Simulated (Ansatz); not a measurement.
# C2H4GaN: how energies converge with the basis set

An exercise on one series of results from a longer session: the logs are not shown, and one member is left open.

Method: one geometry, several basis sets; program: Ansatz 0.2.0, Gaussian basis.

The runs, in order: PBE0-D4/def2-SVP; ωB97M-V/def2-SVP; PBE0-D4/def2-QZVPP; ωB97M-V/def2-QZVPP; the functionals' def2-TZVPP values are taken from earlier runs.

## The geometry

The geometry comes from an earlier relaxation with PBE0-D4 in a triple-zeta def2 set; it is a stationary point, not always the lowest conformer.

SMILES `[GaH2][C]1=NC1`, 8 atoms, charge 0, spin multiplicity 1.

Atoms are counted from 1 here; the program's logs count them from 0.

Bond lengths: Ga1–C2 1.951 Å, Ga1–H5 1.560 Å, Ga1–H6 1.560 Å, C2–N3 1.257 Å, C2–C4 1.475 Å, N3–C4 1.494 Å, C4–H7 1.086 Å, C4–H8 1.086 Å. Angles: C2–Ga1–H5 117.7°, C2–Ga1–H6 117.7°, H5–Ga1–H6 124.4°, Ga1–C2–N3 146.5°, Ga1–C2–C4 147.8°, N3–C2–C4 65.7°, C2–N3–C4 64.2°, C2–C4–N3 50.1°, C2–C4–H7 120.0°, C2–C4–H8 120.0°, N3–C4–H7 117.0°, N3–C4–H8 117.0°, H7–C4–H8 116.0°.

The first run:

The input, in.yaml:

```yaml
crystal:
  periodic: [false, false, false]
  atoms:
    - {symbol: Ga, position_ang: [-0.841841, 1.531505, -0.197608]}
    - {symbol: C, position_ang: [0.342244, 0.035454, 0.207982]}
    - {symbol: N, position_ang: [1.407308, -0.338031, 0.761668]}
    - {symbol: C, position_ang: [0.614285, -1.409534, 0.087518]}
    - {symbol: H, position_ang: [-0.626460, 2.281471, -1.548706]}
    - {symbol: H, position_ang: [-2.004684, 1.827155, 0.799458]}
    - {symbol: H, position_ang: [1.015126, -1.811974, -0.838622]}
    - {symbol: H, position_ang: [0.094012, -2.116036, 0.728301]}
basis:
  gaussian: {orbitals: def2-SVP}
hamiltonian: {xc: pbe0, dispersion: d4}
output: {orbitals: {seedname: orbitals}}
```

Started as:

```
$ ansatz run in.yaml --threads 2 --pin off --events-out ev --progress --plain --max-ram 4352MiB
```

Steps of the session up to this table: PBE0-D4 in def2-SVP; ωB97M-V in def2-SVP; PBE0-D4 in def2-QZVPP; ωB97M-V in def2-QZVPP.

One of the session's tables, all rows but one given; the rest of the session is left out.

It belongs to the step «Functionals by basis». 

```
functional       basis  HOMO (eV)  LUMO (eV)
   PBE0-D4    def2-SVP      -7.19      -2.04
   PBE0-D4  def2-TZVPP      -7.25      -2.07
   PBE0-D4  def2-QZVPP      -7.26      -2.10
   ωB97M-V    def2-SVP      -9.39      -0.33
   ωB97M-V  def2-TZVPP      -9.47      -0.40
   ωB97M-V  def2-QZVPP          ?          ?
```

Q: Estimate the row for ωB97M-V, def2-QZVPP from the others.

As computed: HOMO (eV): -9.48; LUMO (eV): -0.52. In the column «HOMO (eV)» it is the lowest.
